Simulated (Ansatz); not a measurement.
# TiHg2: the cost of one run

Program: Ansatz 0.2.0. Level of theory: DFT PBE, scalar-relativistic, plane waves, PAW. These are calculated values, not measurements.

## Step 1: The system as given

The structure is cubic, space group Fd-3m (No. 227). Conventional cell: a = 8.051 Å, b = 8.051 Å, c = 8.051 Å, α = 90.00°, β = 90.00°, γ = 90.00°. Ti (site symmetry -43m) is surrounded by 12 Hg at 3.34 Å and 4 Ti at 3.49 Å. Hg (site symmetry -3m) has 6 Hg at 2.85 Å as nearest neighbours.

As a file:

```cif
data_structure
_symmetry_space_group_name_H-M 'Fd-3m:1'
_symmetry_Int_Tables_number 227
_cell_length_a 8.0512
_cell_length_b 8.0512
_cell_length_c 8.0512
_cell_angle_alpha 90.000
_cell_angle_beta 90.000
_cell_angle_gamma 90.000
_cell_volume 521.90
loop_
_atom_site_label
_atom_site_type_symbol
_atom_site_symmetry_multiplicity
_atom_site_Wyckoff_symbol
_atom_site_fract_x
_atom_site_fract_y
_atom_site_fract_z
_atom_site_occupancy
Ti1 Ti 8 b 0.00000 0.00000 0.50000 1
Hg1 Hg 16 c 0.12500 0.12500 0.12500 1
```

This is candidate A: cubic Laves (C15) type (Fd-3m, No. 227).

(A quick probe on a coarse mesh, which set the mesh and smearing, is not shown.)

## Step 3: Full relaxation (candidate A)

input.yaml reads:

```yaml
crystal:
  lattice:
    - [0.0, 4.025611499, 4.025611499]
    - [4.025611499, 0.0, 4.025611499]
    - [4.025611499, 4.025611499, 0.0]
  atoms:
    - { symbol: Ti, position: [0.0, 0.0, 0.0] }
    - { symbol: Ti, position: [0.25, 0.25, 0.25] }
    - { symbol: Hg, position: [0.625, 0.625, 0.625] }
    - { symbol: Hg, position: [0.125, 0.625, 0.625] }
    - { symbol: Hg, position: [0.625, 0.625, 0.125] }
    - { symbol: Hg, position: [0.625, 0.125, 0.625] }
basis:
  ecutwfc: 420
kpoints:
  mp_grid: { grid: [8, 8, 8] }
hamiltonian:
  xc: pbe
scf:
  occupations: { method: gaussian, width: 0.1 }
output:
  forces: true
  stress: true
  eigenvalues: true
relax:
  adjacent_minimum: "off"
  f_tol: 0.01
  max_steps: 80
  cell: { stress_tol: 0.05 }
```

Launch:

```console
ansatz run input.yaml --threads 1 --pin off --max-ram 2560MiB --backend cpu --events-out ev --progress --plain --runs-dir out
```

Q: Estimate wall time and peak memory on 1 thread of Intel Xeon Platinum 8488C (Sapphire Rapids), shared host.

About 65 s, with a peak of 0.55 GiB.
